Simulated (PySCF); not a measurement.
# CoH₃S₃: ligand-field states, part 2 of 2

PySCF 2.14.0. Atoms count from 0. Earlier steps stand in the parts before.

## 4. Ligand-field states: state-averaged CASSCF (basis x2c-TZVPall)

What the job is given:

```
{"job": {"kind": "lf", "basis": "x2c-TZVPall", "nevpt": true}, "charge": 0, "metal": "Co", "open_shell": "d6"}
Co     0.000000     0.000000     0.000000
S      2.167579    -0.006766    -0.000083
H      2.261483    -1.349719     0.007639
S     -1.068092    -1.885716    -0.000083
H     -2.285599    -1.311878     0.031720
S     -1.073917     1.882212    -0.000083
H      0.047452     2.627467     0.021761
```

Method: state-averaged CASSCF of the metal d shell, SC-NEVPT2 on the averaged canonical orbitals, state-interaction spin-orbit coupling.

Log:

```text
basis functions 177, electrons 78, active (6e, 5o)
stage 1: DIIS on the effective Fock matrix, level shift 0.30
cycle   1  E = -2579.9719190710  dE = -2.580e+03  max|g| = 3.710e+00
cycle   2  E = -2583.9347981700  dE = -3.963e+00  max|g| = 2.810e+00
cycle   3  E = -2579.5697670271  dE =  4.365e+00  max|g| = 3.754e+00
cycle   4  E = -2587.9447562949  dE = -8.375e+00  max|g| = 8.005e-01
cycle   5  E = -2588.9335834948  dE = -9.888e-01  max|g| = 4.335e-01
cycle   6  E = -2589.3076685931  dE = -3.741e-01  max|g| = 1.919e-01
cycle   7  E = -2589.1863584718  dE =  1.213e-01  max|g| = 3.040e-01
cycle   8  E = -2588.7606625341  dE =  4.257e-01  max|g| = 6.691e-01
cycle   9  E = -2588.2796526327  dE =  4.810e-01  max|g| = 9.186e-01
cycle  10  E = -2587.8267833648  dE =  4.529e-01  max|g| = 1.142e+00
cycle  11  E = -2587.2933558963  dE =  5.334e-01  max|g| = 1.377e+00
cycle  12  E = -2586.7768232114  dE =  5.165e-01  max|g| = 1.580e+00
cycle  13  E = -2586.4813097389  dE =  2.955e-01  max|g| = 1.679e+00
cycle  14  E = -2586.3767795056  dE =  1.045e-01  max|g| = 1.712e+00
cycle  15  E = -2586.4277546958  dE = -5.098e-02  max|g| = 1.687e+00
stage 2: quasi-Newton rotations from the point of smallest gradient
cycle  18  E = -2589.3318629301  dE = -2.419e-02  max|g| = 6.591e-02
cycle  19  E = -2589.3411750355  dE = -9.312e-03  max|g| = 3.584e-02
cycle  20  E = -2589.3425286544  dE = -1.354e-03  max|g| = 8.010e-03
cycle  21  E = -2589.3426208630  dE = -9.221e-05  max|g| = 1.584e-03
cycle  22  E = -2589.3426388952  dE = -1.803e-05  max|g| = 1.105e-03
cycle  23  E = -2589.3426406597  dE = -1.765e-06  max|g| = 2.727e-04
cycle  24  E = -2589.3426409738  dE = -3.141e-07  max|g| = 7.175e-05
cycle  25  E = -2589.3426410083  dE = -3.454e-08  max|g| = 3.797e-05
cycle  26  E = -2589.3426410123  dE = -3.984e-09  max|g| = 1.171e-05
cycle  27  E = -2589.3426410126  dE = -3.151e-10  max|g| = 2.251e-06
converged average energy = -2589.3426410126

 mult deg   label        CASSCF/cm-1   NEVPT2/cm-1
   5   1   5D                  0.0           0.0
   5   1   5D               1591.8        7673.4
   5   1   5D               1647.7        7765.4
   5   1   5D               7283.9       14423.5
   5   1   5D               7456.6       14766.5
   3   1   3H              20444.4       18887.9
   3   1   3H              20455.7       18931.9
   3   1   3H              20638.6       20260.7
   3   1   3H              20731.8       20809.2
   3   1   3F              23309.8       21557.4
   3   1   3G              23074.1       23087.2
   3   1   3F              24073.9       23103.3
   3   1   3F              24097.8       23119.9
   3   1   3G              23051.2       23159.3
   3   1   3G              25853.1       24050.3
   3   1   3H              21290.2       24184.7
   3   1   3H              21473.8       24249.5
   3   1   3H              21157.9       24820.8
   3   1   3H              21128.8       25009.3
   3   1   3H              23340.8       26688.0
   3   1   3H              23396.7       26922.1
   3   1   3F              26777.8       27077.8
   3   1   3F              25866.1       27130.1
   1   1   1I              29752.3       27679.8
   1   1   1I              29870.7       27742.1
   3   1   3G              28785.4       28744.3
   3   1   3G              28795.2       28778.1
   3   1   3P              26135.1       29132.6
   3   1   3P              26121.0       29139.8
   3   1   3H              24929.9       29539.1
   1   1   1G              31360.3       29849.2
   1   1   1G              32438.1       32633.1
   1   1   1I              31459.6       32787.9
   1   1   1I              31748.3       33136.8
   1   1   1I              31548.3       33207.8
   1   1   1G              32568.3       33369.3
   1   1   1I              31892.9       33644.9
   1   1   1G              34891.5       33650.7
   1   1   1G              34921.4       34030.9
   3   1   3P              28904.5       34803.7
   3   1   3G              30806.0       35365.2
   3   1   3G              30946.3       35660.9
   3   1   3G              31763.3       35788.9
   3   1   3G              31777.1       35801.5
   1   1   1F              42487.0       36030.9
   1   1   1F              42971.1       36338.1
   3   1   3G              32195.2       36609.2
   1   1   1D              38653.2       36963.5
   1   1   1I              33667.0       36977.3
   1   1   1I              35505.7       37094.5
   3   1   3G              32224.7       37428.0
   1   1   1I              35645.2       37580.9
   1   1   1I              33332.5       37598.5
   3   1   3D              36967.4       37625.5
   1   1   1I              33316.9       37656.7
   3   1   3D              36972.2       37675.8
   1   1   1D              38559.9       37702.4
   1   1   1I              33342.0       37883.3
   1   1   1I              36270.1       38606.9
   1   1   1G              37340.4       38618.0

spin-orbit levels / cm-1
      0.00  x1  5D 0.99
      8.71  x1  5D 0.99
      9.16  x1  5D 0.99
     35.55  x2  5D 1.00
   7479.26  x2  5D 0.58 5D 0.42
   7613.56  x1  5D 0.66 5D 0.34
   7614.52  x1  5D 0.65 5D 0.34
   7714.08  x1  5D 0.99
   7805.25  x1  5D 0.99
   7893.93  x1  5D 0.66 5D 0.34
   7913.39  x1  5D 0.65 5D 0.34
   8033.01  x1  5D 0.58 5D 0.42
   8033.08  x1  5D 0.58 5D 0.42
  14136.36  x1  5D 0.68 5D 0.32
  14136.38  x1  5D 0.68 5D 0.32
  14355.21  x1  5D 0.80 5D 0.19
  14356.05  x1  5D 0.80 5D 0.19
  14470.60  x1  5D 1.00
  14812.45  x1  5D 1.00
  14910.41  x1  5D 0.80 5D 0.19
  14910.85  x1  5D 0.80 5D 0.19
  15078.69  x1  5D 0.68 5D 0.32
  15079.24  x1  5D 0.68 5D 0.32
  18837.57  x1  3H 0.95
  18860.32  x1  3H 0.76 3H 0.20 3H 0.03
  18870.02  x1  3H 0.82 3H 0.14 3H 0.04
  18885.42  x1  3H 0.90 3H 0.06
  18929.25  x1  3H 0.81 3H 0.18
  18933.13  x1  3H 0.84 3H 0.15
  20221.07  x1  3H 0.86 3H 0.11
```

Wall time 14 s (1 thread of Arm Neoverse V1, shared host); peak memory 0.5 GiB.

Key values:

| quantity | value |
| --- | --- |
| spin-orbit constant ζ | 483 cm⁻¹ |

Powder susceptibility:

| T (K) | χT (cm³ K/mol) | μ(eff) |
| --- | --- | --- |
| 2 | 1.015 | 2.85 |
| 20 | 3.028 | 4.92 |
| 100 | 3.193 | 5.05 |
| 300 | 3.215 | 5.07 |

## 5. Ligand-field states: state-averaged CASSCF (avg hs)

The job, as its differences from that of step 4:

```diff
@@ -1,2 +1,2 @@
-{"job": {"kind": "lf", "basis": "x2c-TZVPall", "nevpt": true}, "charge": 0, "metal": "Co", "open_shell": "d6"}
+{"job": {"kind": "lf", "basis": {"metal": "x2c-TZVPall", "ligand": "x2c-SVPall"}, "nevpt": true, "avg": "hs"}, "charge": 0, "metal": "Co", "open_shell": "d6"}
 Co     0.000000     0.000000     0.000000
```

Level: state-averaged CASSCF of the metal d shell, SC-NEVPT2 on the averaged canonical orbitals, state-interaction spin-orbit coupling.

Log:

```text
basis functions 117, electrons 78, active (6e, 5o)
stage 1: DIIS on the effective Fock matrix, level shift 0.30
cycle   1  E = -2579.9164489524  dE = -2.580e+03  max|g| = 3.721e+00
cycle   2  E = -2584.4897979294  dE = -4.573e+00  max|g| = 2.494e+00
cycle   3  E = -2582.8356229448  dE =  1.654e+00  max|g| = 3.456e+00
cycle   4  E = -2587.8807107933  dE = -5.045e+00  max|g| = 7.947e-01
cycle   5  E = -2588.7117187896  dE = -8.310e-01  max|g| = 4.083e-01
cycle   6  E = -2587.6190955676  dE =  1.093e+00  max|g| = 8.981e-01
cycle   7  E = -2586.6058221880  dE =  1.013e+00  max|g| = 1.395e+00
cycle   8  E = -2586.2176113047  dE =  3.882e-01  max|g| = 1.634e+00
cycle   9  E = -2586.2364636431  dE = -1.885e-02  max|g| = 1.709e+00
cycle  10  E = -2586.3751391471  dE = -1.387e-01  max|g| = 1.623e+00
cycle  11  E = -2586.5292438278  dE = -1.541e-01  max|g| = 1.547e+00
cycle  12  E = -2586.6349408263  dE = -1.057e-01  max|g| = 1.512e+00
cycle  13  E = -2586.6746267951  dE = -3.969e-02  max|g| = 1.503e+00
cycle  14  E = -2586.8264540808  dE = -1.518e-01  max|g| = 1.425e+00
cycle  15  E = -2586.9113830533  dE = -8.493e-02  max|g| = 1.363e+00
stage 2: quasi-Newton rotations from the point of smallest gradient
cycle  17  E = -2588.8255146351  dE = -1.138e-01  max|g| = 5.443e-01
cycle  18  E = -2589.0045315763  dE = -1.790e-01  max|g| = 2.783e-01
cycle  20  E = -2589.0300971109  dE = -2.557e-02  max|g| = 1.324e-01
cycle  21  E = -2589.0369131853  dE = -6.816e-03  max|g| = 2.189e-02
cycle  22  E = -2589.0378088206  dE = -8.956e-04  max|g| = 1.453e-02
cycle  23  E = -2589.0379887186  dE = -1.799e-04  max|g| = 6.018e-03
cycle  24  E = -2589.0380085441  dE = -1.983e-05  max|g| = 1.493e-03
cycle  25  E = -2589.0380125602  dE = -4.016e-06  max|g| = 9.583e-04
cycle  26  E = -2589.0380129554  dE = -3.952e-07  max|g| = 2.186e-04
cycle  27  E = -2589.0380130467  dE = -9.125e-08  max|g| = 1.457e-04
cycle  28  E = -2589.0380130599  dE = -1.319e-08  max|g| = 3.039e-05
cycle  29  E = -2589.0380130626  dE = -2.789e-09  max|g| = 2.170e-05
cycle  30  E = -2589.0380130629  dE = -3.070e-10  max|g| = 7.190e-06
converged average energy = -2589.0380130629

 mult deg   label        CASSCF/cm-1   NEVPT2/cm-1
   5   1   5D                  0.0           0.0
   5   1   5D               2367.8        5150.3
   5   1   5D               2424.2        5236.6
   5   1   5D               7735.6       11928.3
   5   1   5D               7912.9       12251.5
   3   1   3H              22958.4       20611.6
   3   1   3H              22971.0       20652.3
   3   1   3H              23434.5       21332.7
   3   1   3H              23525.9       21537.9
   3   1   3F              25980.1       22652.6
   3   1   3H              24667.0       23830.4
   3   1   3H              24824.0       24113.8
   3   1   3F              26984.0       24126.7
   3   1   3F              27057.3       24171.5
   3   1   3H              24111.4       24356.2
   3   1   3H              24124.4       24369.4
   3   1   3H              26208.8       24449.3
   3   1   3H              26182.2       24739.2
   3   1   3F              26450.0       25256.0
   3   1   3F              26481.7       25652.6
   3   1   3G              29130.8       26291.7
   3   1   3P              29120.1       27342.4
   3   1   3F              29006.9       27572.7
   3   1   3P              29158.0       27710.2
   3   1   3F              29606.0       27847.0
   3   1   3H              27539.0       28838.6
   3   1   3G              31618.4       29972.2
   3   1   3G              31629.3       30005.1
   1   1   1I              33115.2       30170.0
   1   1   1I              33160.2       30235.4
   1   1   1G              35251.6       31947.4
   3   1   3P              31741.8       32469.3
   1   1   1I              35658.6       33713.7
   1   1   1I              35354.8       33928.6
   1   1   1G              36303.5       34040.0
   1   1   1I              35784.2       34166.6
   1   1   1I              35446.5       34324.0
   3   1   3G              33733.7       34551.2
   1   1   1G              36448.3       34628.2
   3   1   3G              33877.2       34828.4
   3   1   3G              34707.0       35262.6
   3   1   3G              34715.5       35272.9
   1   1   1G              38820.9       35809.7
   1   1   1G              38647.5       35974.8
   3   1   3G              34883.0       35986.8
   1   1   1D              43199.1       36007.7
   1   1   1D              43421.3       36111.7
   3   1   3G              34848.6       36358.6
   1   1   1I              37085.5       37264.0
   1   1   1I              37058.6       37410.7
   1   1   1I              37641.6       37511.9
   1   1   1I              37292.1       37761.7
   3   1   3D              40800.5       38069.4
   3   1   3D              40808.4       38103.6
   1   1   1I              39181.2       38112.6
   1   1   1I              39331.5       38546.6
   3   1   3D              40945.5       39007.5
   1   1   1F              47933.8       39062.1
   3   1   3D              41143.5       39369.8
   1   1   1F              48120.9       39393.8

spin-orbit levels / cm-1
      0.00  x1  5D 0.99
     12.65  x1  5D 0.99
     13.39  x1  5D 0.99
     52.04  x2  5D 0.99
   4967.22  x2  5D 0.57 5D 0.43
   5116.30  x1  5D 0.64 5D 0.35
   5117.49  x1  5D 0.63 5D 0.36
   5228.85  x1  5D 0.99
   5313.49  x1  5D 0.99
   5402.43  x1  5D 0.65 5D 0.35
   5442.46  x1  5D 0.62 5D 0.36
   5558.65  x1  5D 0.57 5D 0.43
   5558.91  x1  5D 0.57 5D 0.42
  11620.75  x2  5D 0.65 5D 0.34
  11868.65  x1  5D 0.77 5D 0.22
  11869.21  x1  5D 0.77 5D 0.22
  12007.39  x1  5D 1.00
  12329.23  x1  5D 1.00
  12450.36  x1  5D 0.77 5D 0.22
  12450.76  x1  5D 0.77 5D 0.22
  12646.39  x1  5D 0.65 5D 0.34
  12646.80  x1  5D 0.65 5D 0.34
  20525.94  x1  3H 0.89 3H 0.05 3H 0.05
  20548.51  x1  3H 0.61 3H 0.26 3H 0.12
  20559.21  x1  3H 0.62 3H 0.24 3H 0.14
  20565.61  x1  3H 0.88 3H 0.05 3H 0.05
  20651.33  x1  3H 0.66 3H 0.32
  20652.84  x1  3H 0.69 3H 0.29
  21238.89  x1  3H 0.66 3H 0.30
  21263.69  x1  3H 0.66 3H 0.30
```

Run time: 7.5 s. Hardware: 1 thread of Arm Neoverse V1, shared host; peak memory 0.34 GiB.

From this job:

| quantity | value |
| --- | --- |
| spin-orbit constant ζ | 523 cm⁻¹ |

Powder susceptibility:

| T (K) | χT (cm³ K/mol) | μ(eff) |
| --- | --- | --- |
| 2 | 0.735 | 2.42 |
| 20 | 3.035 | 4.93 |
| 100 | 3.319 | 5.15 |
| 300 | 3.354 | 5.18 |

## 6. Ligand field across the series

From the NEVPT2 states (cm⁻¹; the spread is that of the fitted one-electron ligand-field levels):

| step | setting | ground state | next state | orbital spread | Racah B | ζ | μ(eff), 300 K |
| --- | --- | --- | --- | --- | --- | --- | --- |
| 3 | as given | 5D | 5D at 8136 | 12068 | 834 | 481 | 5.06 |
| 4 | basis x2c-TZVPall | 5D | 5D at 7673 | 11996 | 839 | 483 | 5.07 |
| 5 | avg hs | 5D | 5D at 5150 | 10332 | 892 | 523 | 5.18 |

## 7. Summary of results

What follows sums up all 2 parts.

| quantity | value |
| --- | --- |
| point group | C3h |
| rotational constants (main isotopes) | 2.16, 2.13, 1.07 GHz |
| spin-orbit constant ζ (step 3, state-averaged CASSCF) | 481 cm⁻¹ |
| ground multiplicity, μ(eff) at 300 K (step 3, 3 donors at 2.17 Å) | 5, 5.06 μB |
| ground multiplicity, μ(eff) at 300 K (step 4, 3 donors at 2.17 Å) | 5, 5.07 μB |
| ground multiplicity, μ(eff) at 300 K (step 5, 3 donors at 2.17 Å) | 5, 5.18 μB |

In words: Over 4 steps the energy fell by 0.063 eV; of the close pairs, S5–H6 changed most, 1.314 to 1.347 Å. In step 3, χT goes from 1.05 at 2 K to 3.20 cm³ K/mol at 300 K, as higher levels fill or mix in. The spread of the ligand-field levels runs from 10332 cm⁻¹ (avg hs) to 12068 cm⁻¹ (as given); μ(eff) at 300 K: 5.06 to 5.18 μB.
